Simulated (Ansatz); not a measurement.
Born–Oppenheimer molecular dynamics of a periodic cell of 22 atoms, Al2GeH2O6 (host Al2GeH2O6, host structure C2/c). It goes on from the last frame of an earlier run, with new velocities.

Computed with DFT PBEsol, scalar-relativistic, plane waves, PAW in Ansatz 0.2.0. Settings: cutoff 420 eV, k mesh 2x2x1, fermi-dirac smearing 0.05 eV, no spin polarisation.

```
ensemble        : NVT, Langevin thermostat
time step       : 0.5 fs
steps asked     : 390
set temperature : 1440 K
friction        : 0.01 /fs
seed            : 229457
```

First frame:

```xyz
22
Lattice="2.7592 -4.3087 0.0000 2.7592 4.3087 0.0000 -2.0677 0.0000 9.0087" Properties=species:S:1:pos:R:3
Al 2.361 1.139 0.822
Al 2.401 1.235 3.858
Al 1.190 -1.242 8.233
Al 1.419 -1.168 5.296
Ge 2.376 -1.956 2.248
Ge 1.340 1.893 6.861
H 3.134 3.322 0.593
H 2.261 3.381 3.510
H 0.407 -3.464 8.831
H 2.020 -3.663 5.083
O 2.416 -0.877 3.760
O 2.203 -0.799 0.864
O 1.148 0.778 5.380
O 1.190 0.664 8.216
O 1.135 1.431 2.443
O 3.604 1.346 2.164
O 2.709 -1.402 6.730
O 0.143 -1.439 6.794
O 2.159 2.924 0.566
O 2.549 2.940 4.332
O 1.210 -2.943 8.875
O 1.331 -2.996 4.814
```

Question: What does the run give?

Answer: The run went to its last step.

```yaml
steps_done: 390
time_covered: 195 fs
mean_temperature_over_the_second_half: 1282 K
spread_of_the_potential_energy_over_the_second_half: 20.3 meV per atom
mean_potential_energy_of_the_second_half_above_the_start: 76.0 meV per atom
```

The mean temperature of the second half is 11 % below the set value. A run of 0.2 ps of so small a system gives no equilibrium averages. Limits of this set-up: coarse k mesh.

Question: What happens to the structure?

Answer: Mean squared displacements from the first frame to the last, about the centre of mass: Al 0.07 Å², Ge 0.04 Å², H 0.66 Å², O 0.10 Å². This is one draw of velocities; another would differ in detail.

Question: How do temperature and energy run in time?

Answer: 
```csv
time (fs),T (K),potential energy less start (eV)
0.0,1375,0.000
9.5,1013,0.563
19.0,871,1.107
28.5,1042,1.267
38.0,842,2.131
47.5,1183,1.894
57.0,1309,1.715
66.5,1238,2.026
76.0,1199,2.530
85.5,1403,2.308
95.0,1502,1.999
104.5,1660,1.236
114.0,1569,1.425
123.5,1391,1.701
133.0,1478,0.730
142.5,1458,1.013
152.0,1143,1.567
161.5,1270,2.125
171.0,916,2.370
180.5,1327,1.360
190.0,1185,1.903
```

Run time: 23 min on 1 thread of Arm Neoverse V1 (shared host), peak memory 0.52 GiB.
